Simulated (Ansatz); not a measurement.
**SiSnH₄F+ (SMILES F[SiH2][SnH2+]): single points off equilibrium**

A test off equilibrium: a structure displaced at random from a GFN2-xTB minimum is computed at several levels, and each is set against CCSD(T).

The runs use Ansatz 0.2.0, Gaussian basis; single points in def2-TZVPP.

Cores are frozen in the correlated methods. Filled d shells of the heavier atoms are correlated. Core potentials replace the inner electrons past krypton, and spin-orbit coupling is left out. B3LYP uses VWN-RPA correlation.

**1. Starting geometry**

7 atoms, charge 1, spin multiplicity 1.

Atoms are counted from 1 here; the program's logs count them from 0.

Bond lengths: F1–Si2 1.499 Å, Si2–Sn3 2.807 Å, Si2–H4 1.482 Å, Si2–H5 1.453 Å, Sn3–H6 1.773 Å, Sn3–H7 1.771 Å. Angles: F1–Si2–Sn3 102.8°, F1–Si2–H4 109.8°, F1–Si2–H5 112.1°, Sn3–Si2–H4 99.0°, Sn3–Si2–H5 103.5°, H4–Si2–H5 125.8°, Si2–Sn3–H6 133.8°, Si2–Sn3–H7 127.1°, H6–Sn3–H7 98.9°.

Geometry (Å):

```xyz
7
charge 1, multiplicity 1
F    -1.9156   -1.1270    0.0052
Si   -1.1255   -0.1735   -0.8389
Sn    1.1385    0.3304    0.7426
H    -0.4732   -0.9068   -1.9498
H    -1.7647    1.1270   -0.9401
H     1.4319    1.3184    2.1851
H     2.7259   -0.4447    0.6122
```

**2. CCSD(T)/def2-TZVPP**

run/in.yaml

```yaml
crystal:
  periodic: [false, false, false]
  atoms:
    - {symbol: F, position_ang: [-1.915600, -1.127000, 0.005200]}
    - {symbol: Si, position_ang: [-1.125500, -0.173500, -0.838900]}
    - {symbol: Sn, position_ang: [1.138500, 0.330400, 0.742600]}
    - {symbol: H, position_ang: [-0.473200, -0.906800, -1.949800]}
    - {symbol: H, position_ang: [-1.764700, 1.127000, -0.940100]}
    - {symbol: H, position_ang: [1.431900, 1.318400, 2.185100]}
    - {symbol: H, position_ang: [2.725900, -0.444700, 0.612200]}
basis:
  gaussian: {orbitals: def2-TZVPP}
total_charge: 1
correlation: {method: ccsd_t}
output: {forces: true}
```

No record of the launch command was kept for these runs.

**3. PBE0-D4/def2-TZVPP**

Edit run/in.yaml of step 2 so:

```diff
@@ -13,3 +13,3 @@
 total_charge: 1
-correlation: {method: ccsd_t}
-output: {forces: true}
+hamiltonian: {xc: pbe0, dispersion: d4}
+output: {forces: true, orbitals: {seedname: orbitals}}
```

**4. wB97M-V/def2-TZVPP**

Edit run/in.yaml of step 3 so:

```diff
@@ -13,3 +13,3 @@
 total_charge: 1
-hamiltonian: {xc: pbe0, dispersion: d4}
-output: {forces: true, orbitals: {seedname: orbitals}}
+hamiltonian: {xc: {name: wB97M-V}}
+output: {forces: true}
```

**5. r2SCAN-D4/def2-TZVPP**

Edit run/in.yaml of step 4 so:

```diff
@@ -13,3 +13,3 @@
 total_charge: 1
-hamiltonian: {xc: {name: wB97M-V}}
+hamiltonian: {xc: r2scan, dispersion: d4}
 output: {forces: true}
```

**6. PBE-D4/def2-TZVPP**

Edit run/in.yaml of step 5 so:

```diff
@@ -13,3 +13,3 @@
 total_charge: 1
-hamiltonian: {xc: r2scan, dispersion: d4}
+hamiltonian: {xc: pbe, dispersion: d4}
 output: {forces: true}
```

**7. CAM-B3LYP-D4/def2-TZVPP**

Edit run/in.yaml of step 6 so:

```diff
@@ -13,3 +13,3 @@
 total_charge: 1
-hamiltonian: {xc: pbe, dispersion: d4}
+hamiltonian: {xc: {name: CAM-B3LYP}, dispersion: d4}
 output: {forces: true}
```

**8. B3LYP-D4/def2-TZVPP**

Edit run/in.yaml of step 7 so:

```diff
@@ -13,3 +13,3 @@
 total_charge: 1
-hamiltonian: {xc: {name: CAM-B3LYP}, dispersion: d4}
+hamiltonian: {xc: {name: B3LYP}, dispersion: d4}
 output: {forces: true}
```

(Steps that only read results are left out.)

**Question.** What will these runs give? Wanted: energy less free atoms, CCSD(T)/def2-TZVPP; RMS force component; RMS force error; HOMO and LUMO, PBE0-D4; T1 diagnostic.

As calculated:

| quantity | value |
| --- | --- |
| energy less free atoms, CCSD(T)/def2-TZVPP | -11.583 eV |
| RMS force component | 1.136 to 1.306 eV/Å over the methods |
| RMS force error | PBE0-D4 0.078, wB97M-V 0.051, r2SCAN-D4 0.069, PBE-D4 0.241, CAM-B3LYP-D4 0.047, B3LYP-D4 0.092 eV/Å |
| HOMO and LUMO, PBE0-D4 | -13.41 and -8.63 eV |
| T1 diagnostic | 0.013 |

In words: Against CCSD(T) the functionals' energies less atoms differ by -0.418 to -0.024 eV, PBE-D4 by -0.269 eV. CCSD(T) in triple zeta still lacks some correlation energy of the bonds, so part of these gaps is its own basis error and they don't rank the functionals. For forces CAM-B3LYP-D4 does best and PBE-D4 worst. Frozen-core CCSD(T) forces in triple zeta carry basis errors of their own, and this is one geometry, so small gaps rank nothing.
